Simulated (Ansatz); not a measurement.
Cs2InAgCl6:

```
Cs In Ag Cl
1.0
     0.00000    5.23450    5.23450
     5.23450    0.00000    5.23450
     5.23450    5.23450    0.00000
Cs In Ag Cl
2 1 1 6
Direct
  0.75000 0.75000 0.75000
  0.25000 0.25000 0.25000
  0.00000 0.00000 0.00000
  0.50000 0.50000 0.50000
  0.76021 0.76021 0.23979
  0.23979 0.23979 0.76021
  0.76021 0.23979 0.76021
  0.23979 0.76021 0.76021
  0.23979 0.76021 0.23979
  0.76021 0.23979 0.23979
```

| Property | Result |
| --- | --- |
| Program | Ansatz 0.2.0 |
| Task | relaxation of cell and atoms |
| Functional | PBE |
| Dispersion | D3(BJ) |
| Potentials or basis | Ansatz PAW |
| Cutoff | 420 eV (not typed: the program's choice for these potentials) |
| k mesh | 5 × 5 × 5 |
| Occupations | fermi-dirac, width 0.05 eV |
| Spin | no spin polarisation |

At the start: volume 28.69 Å³/atom.

**Question.** How do energy, volume and symmetry change on relaxing?

**Answer.** It ends after 4 steps and the volume is 29.00 Å³/atom (+1.1 %); space group Fm-3m (No. 225, to 0.05 Å).

The path:
| step | energy change (eV) | largest force (eV/Å) | volume (Å³) |
| --- | --- | --- | --- |
| 1 | 0.0000 | 0.3530 | 286.85 |
| 2 | -0.0354 | 0.1030 | 289.88 |
| 3 | -0.0388 | 0.0089 | 290.04 |
| 4 | -0.0391 | 0.0090 | 290.04 |

Final structure:
```cif
data_structure
_symmetry_space_group_name_H-M 'P 1'
_symmetry_Int_Tables_number 1
_cell_length_a 7.4300
_cell_length_b 7.4300
_cell_length_c 7.4300
_cell_angle_alpha 60.000
_cell_angle_beta 60.000
_cell_angle_gamma 60.000
_cell_volume 290.04
loop_
_atom_site_label
_atom_site_type_symbol
_atom_site_fract_x
_atom_site_fract_y
_atom_site_fract_z
_atom_site_occupancy
Cs1 Cs 0.75000 0.75000 0.75000 1
Cs2 Cs 0.25000 0.25000 0.25000 1
In1 In 0.00000 0.00000 0.00000 1
Ag1 Ag 0.50000 0.50000 0.50000 1
Cl1 Cl 0.75726 0.75726 0.24274 1
Cl2 Cl 0.24274 0.24274 0.75726 1
Cl3 Cl 0.75726 0.24274 0.75726 1
Cl4 Cl 0.24274 0.75726 0.75726 1
Cl5 Cl 0.24274 0.75726 0.24274 1
Cl6 Cl 0.75726 0.24274 0.24274 1
```

Caveat: the plane-wave basis is chosen anew once the cell has moved, so the energies of steps on either side of that aren't comparable.
